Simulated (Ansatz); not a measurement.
# HgPd (Potarite): a relaxation

Wanted: a converged relaxation for HgPd (Potarite), and a check of what comes out. The structure is shown as the input types it.

Computed with Ansatz 0.2.0 (DFT, PBEsol, PAW with Ansatz's default frozen-core files, scalar-relativistic; relaxation of cell and atoms, unless a step's input says otherwise).

1 further run of the same task is left out (it didn't finish).

### 1 The starting structure

It takes space group P4/mmm (No. 123, tetragonal). Conventional cell: a = 3.026 Å, b = 3.026 Å, c = 3.702 Å, α = 90.00°, β = 90.00°, γ = 90.00°. Hg (site symmetry 4/mmm) is surrounded by 8 Pd at 2.83 Å and 4 Hg at 3.03 Å. Pd (site symmetry 4/mmm) has 8 Hg at 2.83 Å and 4 Pd at 3.03 Å as nearest neighbours.

Coordinates:

```cif
data_structure
_symmetry_space_group_name_H-M 'P 1'
_symmetry_Int_Tables_number 1
_cell_length_a 3.0260
_cell_length_b 3.0260
_cell_length_c 3.7020
_cell_angle_alpha 90.000
_cell_angle_beta 90.000
_cell_angle_gamma 90.000
_cell_volume 33.90
loop_
_atom_site_label
_atom_site_type_symbol
_atom_site_fract_x
_atom_site_fract_y
_atom_site_fract_z
_atom_site_occupancy
Hg1 Hg 0.00000 0.00000 0.00000 1
Pd1 Pd 0.50000 0.50000 0.50000 1
```

### 2 The calculation

input.yaml reads:

```yaml
crystal:
  lattice:
    - [3.026, 0.0, 0.0]
    - [0.0, 3.026, 0.0]
    - [0.0, 0.0, 3.702]
  atoms:
    - { symbol: Hg, position: [0.0, 0.0, 0.0] }
    - { symbol: Pd, position: [0.5, 0.5, 0.5] }
kpoints:
  mp_grid: { grid: [10, 10, 10] }
scf:
  occupations: { method: fermi_dirac, width: 1.0 }
  max_iter: 80
hamiltonian:
  xc: pbesol
  pseudopotentials: { kind: paw }
relax:
  f_tol: 0.002
  max_steps: 80
  cell: {}
output:
  forces: true
  stress: true
```

Run with:

```
$ ansatz run input.yaml --threads 1 --pin off --max-ram 3072MiB --backend cpu --events-out ev --progress --plain --runs-dir out
```

Q: Will this input give a usable result? If not, why, and what should change?

The run converged and reported no error. That alone doesn't make the input a sound one.

The suspect setting: scf.occupations.width is 1.0. A smearing of this width stands for electrons at many thousands of kelvin; it empties bonding states and fills antibonding ones. A Fermi-Dirac width of 1 eV is an electron temperature of 11600 K.

The test: set scf.occupations.width to 0.1.
